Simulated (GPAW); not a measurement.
The system is In3As.

```
In As
1.0
     4.67168    0.00000    0.00000
     0.00000    4.67168    0.00000
     0.00000    0.00000    4.67168
In As
3 1
Direct
  0.50000 0.50000 0.00000
  0.50000 0.00000 0.50000
  0.00000 0.50000 0.50000
  0.00000 0.00000 0.00000
```

The cell comes from a database or a generator and needn't be the stable form of this composition.

* Program: GPAW 26.7.0
* Task: relaxation of cell and atoms
* Functional: PBEsol
* Dispersion: D3(BJ)
* Potentials or basis: PAW data sets generated in the run's folder for this functional
* Cutoff: 600 eV
* Basis: pw
* k mesh: 6 × 6 × 6
* Occupations: fermi-dirac, width 0.05 eV
* Spin: no spin polarisation

At the start: pressure -5.0 GPa; volume 25.49 Å³/atom.

How do energy, volume and symmetry change on relaxing?

Over 4 steps the energy falls by 45.1 meV/atom and the volume is 22.83 Å³/atom (-10.4 %); space group Pm-3m (No. 221, to 0.05 Å).

The path:
```csv
step,energy change (eV),largest force (eV/Å),pressure (GPa),volume (Å³)
1,0.0000,0.0000,-4.97,101.96
2,-0.0256,0.0000,-4.69,101.10
3,-0.1746,0.0000,1.04,89.51
4,-0.1802,0.0000,-0.12,91.31
```

Final structure:
```yaml
crystal:
  lattice:
    - [4.50311, 0.00000, 0.00000]
    - [0.00000, 4.50311, 0.00000]
    - [0.00000, 0.00000, 4.50311]
  atoms:
    - { symbol: In, position: [0.50000, 0.50000, 0.00000] }
    - { symbol: In, position: [0.50000, 0.00000, 0.50000] }
    - { symbol: In, position: [0.00000, 0.50000, 0.50000] }
    - { symbol: As, position: [0.00000, 0.00000, 0.00000] }
```

Caveat: later steps reuse the first step's grids; pairwise dispersion overbinds metals, which lowers pressure and volume.
